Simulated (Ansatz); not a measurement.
# GeCl2 (triplet): wave-function methods side by side, cc-pVTZ

An exercise on one series of results from a longer session: the logs are not shown, and one member is left open.

The runs use Ansatz 0.2.0, Gaussian basis; cc-pVTZ, core rule «outside noble gas», up to 24 orbitals frozen.

The runs, in order: UHF; CCSD(T) on ROHF; CCSD(T) on UHF; BCCD(T) on ROHF; CCSDT(Q) on UHF; CASSCF and NEVPT2, 18 electrons in 12 orbitals.

2 further runs of the same task are left out: 1 that didn't finish, 1 set aside as unsound or not needed.

## The system

The geometry is a PBE0/def2-TZVP stationary point (not a proven minimum) of the parent state, kept for this charge and spin. No spin-orbit coupling is included. The filled d shell of Ge may be among the frozen orbitals whatever the setting's name suggests; the logs give the count.

3 atoms, charge 0, spin multiplicity 3.

Atoms are counted from 1 here; the program's logs count them from 0.

Bond lengths: Ge1–Cl2 2.182 Å, Ge1–Cl3 2.182 Å. Angles: Cl2–Ge1–Cl3 100.1°.

The first run:

in.yaml reads:

```yaml
crystal:
  periodic: [false, false, false]
  atoms:
    - {symbol: Ge, position_ang: [0.000000, -0.691972, 0.000000]}
    - {symbol: Cl, position_ang: [0.000000, 0.708894, -1.673035]}
    - {symbol: Cl, position_ang: [0.000000, 0.708894, 1.673035]}
basis:
  gaussian: {orbitals: cc-pVTZ}
magnetization: {spin_polarized: true, initial_magnetization: 2}
hamiltonian: {xc: hf}
output: {orbitals: {seedname: orbitals}}
```

Launch:

```
$ ansatz run in.yaml --threads 1 --pin off --events-out ev --progress --plain --max-ram 4096MiB --backend cpu
```

Among the steps run: UHF; CCSD(T) on ROHF; CCSD(T) on UHF; BCCD(T) on ROHF; CCSDT(Q) on UHF; CASSCF and NEVPT2, 18 electrons in 12 orbitals.

One table of the session follows, with a row left open; its other results are not shown here.

| method | from UCCSDT(Q) (kcal/mol) |
| --- | --- |
| ROHF | +317.31 |
| UHF | +315.15 |
| RMP2 | +38.86 |
| UMP2 | +38.43 |
| RCCSD | +15.50 |
| UCCSD | +15.12 |
| RCCSD(T) | +1.92 |
| UCCSD(T) | +1.63 |
| BCCD(T) | +1.85 |
| UCCSDT | ? |
| UCCSDT(Q) | 0 |
| CASSCF valence | +295.67 |
| NEVPT2 valence | +65.09 |

Estimate the missing values for UCCSDT.

**Answer.** from UCCSDT(Q) (kcal/mol): +0.75. In the column «from UCCSDT(Q) (kcal/mol)» it lies between UCCSDT(Q) (0) and UCCSD(T) (+1.63).

Caveats from the session: Restricted and unrestricted rows rest on different reference determinants; where their highest levels disagree by more than a few hundredths of an eV, they describe different states and don't form one ladder.
